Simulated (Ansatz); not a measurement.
Write the native input for Ansatz 0.2.0 that does the following.

```yaml
Task: band structure
Functional: PBEsol
Potentials_or_basis: Ansatz PAW
Cutoff: "420 eV (not typed: the program's choice for these potentials)"
k_mesh: 8 × 8 × 4
Occupations: fermi-dirac, width 0.05 eV
Spin: spin-orbit coupling, no magnetisation
Path: "[[\"G\", \"X\", \"M\", \"G\", \"Z\", \"R\", \"A\", \"Z\"], [\"X\", \"R\"], [\"M\", \"A\"]]"
Points_for_each_segment_of_the_path: 14
```

Crystal: Ta4O.

```
Ta O
1.0
     3.25750    0.00000    0.00000
     0.00000    3.25750    0.00000
     0.00000    0.00000    7.40934
Ta O
4 1
Direct
  0.00000 0.00000 0.00000
  0.50000 0.50000 0.21684
  0.50000 0.50000 0.78316
  0.00000 0.00000 0.50000
  0.50000 0.50000 0.50000
```

The cell comes from a database or a generator and needn't be the stable form of this composition.

One way to write it, as run:

input.yaml

```yaml
crystal:
  lattice:
    - [3.257497, 0.0, 0.0]
    - [0.0, 3.257497, 0.0]
    - [0.0, 0.0, 7.409341]
  atoms:
    - { symbol: Ta, position: [0.0, 0.0, 0.0] }
    - { symbol: Ta, position: [0.5, 0.5, 0.216842] }
    - { symbol: Ta, position: [0.5, 0.5, 0.783158] }
    - { symbol: Ta, position: [0.0, 0.0, 0.5] }
    - { symbol: O, position: [0.5, 0.5, 0.5] }
hamiltonian:
  xc: pbesol
  pseudopotentials: { kind: paw_fr }
magnetization:
  noncollinear: true
  spin_orbit: true
kpoints:
  mp_grid: { grid: [8, 8, 4] }
  band_path:
    path:
      - [[0.0, 0.0, 0.0], [0.0, 0.5, 0.0], [0.5, 0.5, 0.0], [0.0, 0.0, 0.0], [0.0, 0.0, 0.5], [0.0, 0.5, 0.5], [0.5, 0.5, 0.5], [0.0, 0.0, 0.5]]
      - [[0.0, 0.5, 0.0], [0.0, 0.5, 0.5]]
      - [[0.5, 0.5, 0.0], [0.5, 0.5, 0.5]]
    npoints: 14
scf:
  occupations: { method: fermi_dirac, width: 0.05 }
  n_extra_bands: 12
output:
  forces: true
  stress: true
  eigenvalues: true
  fatbands: false
```

Potentials or basis: Ansatz PAW.

Launch:

```console
$ ansatz run input.yaml --threads 2 --pin off --max-ram 5632MiB --backend cpu --events-out ev --progress --plain --runs-dir out
```

It gave:

| Quantity | Value |
| --- | --- |
| Pressure | -8.1 GPa |
| Largest force | 0.064 eV/Å |
| Band gap on the k mesh | none (metal or under the smearing width) |

Caveat: the PAW data sets come from PBE, with cores solved anew for the run's functional, which leaves a small shift of forces and pressure.

Wall time 39 s on 2 threads of Intel(R) Xeon(R) 6975P-C (Granite Rapids) (shared host), peak memory 0.98 GiB.
